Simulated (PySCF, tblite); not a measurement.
# C5H12B2O2: geometry, infrared bands and NMR shifts

Aim: predict the infrared bands and NMR shifts of C5H12B2O2 (`BOB[C@@H]1CC[C@H]1OC`).

Computed with tblite 0.8.0 and PySCF 2.14.0, with density-fitted response routines of our own, on a single molecule in the gas phase. Atoms are numbered from 0 throughout.

## 1. Starting geometry

21 atoms, charge 0, multiplicity 1; geometry from: force field or distance geometry start.

Bonds of the start (Å): B0–O1 1.46, O1–B2 1.45, B2–C3 1.61, C3–C4 1.53, C4–C5 1.53, C5–C6 1.53, C6–O7 1.42, O7–C8 1.40, C6–C3 1.53, B0–H9 1.19, B0–H10 1.17, B2–H11 1.18, C3–H12 1.13, C4–H13 1.10, C4–H14 1.11, C5–H15 1.12, C5–H16 1.11, C6–H17 1.11, C8–H18 1.11, C8–H19 1.12, C8–H20 1.10.

## 2. Geometry optimisation with GFN2-xTB

What the job is given:

```
{"job": {"kind": "relax", "xc": "GFN2-xTB", "basis": "xTB"}, "charge": 0, "multiplicity": 1}
B      3.059300     0.376800     0.538500
O      2.481600    -0.943400     0.774500
B      1.375600    -1.081300    -0.145500
C     -0.126300    -0.714100     0.312900
C     -1.130700    -1.851400     0.104100
C     -1.898800    -0.975100    -0.891000
C     -0.889200     0.158900    -0.679900
O     -1.503000     1.266900    -0.046400
C     -0.614600     2.352200    -0.047900
H      2.680800     1.304400     1.181100
H      3.927400     0.514100    -0.240100
H      1.545400    -1.539500    -1.222400
H     -0.168400    -0.330900     1.373200
H     -1.720500    -2.072600     1.006800
H     -0.713300    -2.751300    -0.386000
H     -2.922300    -0.729700    -0.520900
H     -1.863200    -1.376200    -1.920500
H     -0.354000     0.393400    -1.625800
H     -0.408300     2.702000    -1.079800
H     -1.090400     3.199400     0.499500
H      0.324100     2.114400     0.483500
```

On the command line:

```
> OMP_NUM_THREADS=1 python probes_run.py task.json out
```

One launch serves the whole session: the jobs run in the order shown.

**Question.** This job is followed by: GFN2-xTB harmonic vibrations, gas phase; GIAO PBE0/pcSseg-1 NMR shielding, non-relativistic, gas phase. Predict these results of the whole session: strongest single infrared mode (GFN2-xTB); zero-point energy (GFN2-xTB); 13C shifts against TMS (PBE0/pcSseg-1); 1H shifts against TMS (PBE0/pcSseg-1, means over atoms taken as alike); 11B shifts against BF3·OEt2 (PBE0/pcSseg-1); 17O shifts against H2O (PBE0/pcSseg-1).

As calculated:

| quantity | value |
| --- | --- |
| strongest single infrared mode (GFN2-xTB) | 1620 cm⁻¹, 264 km/mol |
| zero-point energy (GFN2-xTB) | 105.8 kcal/mol |
| 13C shifts against TMS (PBE0/pcSseg-1) | 78.1, 59.4, 42.4, 31.7, 16.2 ppm |
| 1H shifts against TMS (PBE0/pcSseg-1, means over atoms taken as alike) | 5.55, 5.38, 3.63, 3.32, 2.45, 2.38, 1.96, 1.93, 1.88 ppm |
| 11B shifts against BF3·OEt2 (PBE0/pcSseg-1) | 43.0, 39.0 ppm |
| 17O shifts against H2O (PBE0/pcSseg-1) | 324.0, 58.2 ppm |

**Reading.** Relaxing lowered the energy by 1.883 eV in 150 steps; the close pair that moved most is B0–O1, from 1.460 to 1.296 Å. The lowest mode is slightly imaginary (15i cm⁻¹), a soft motion within the noise of the Hessian, so the minimum is not strictly shown. The strongest single mode, at 1620 cm⁻¹, moves mainly O1. Unscaled tight-binding wavenumbers are off by several per cent, some by more. Its intensities can rank the bands wrongly. C6 (sp3 CH bonded to O) lies farthest downfield among carbon, at 78.1 ppm; deshielded by the electronegative neighbour. At PBE0/pcSseg-1: Shielding is most anisotropic at O1 (span 245 ppm, paramagnetic term -378 ppm).
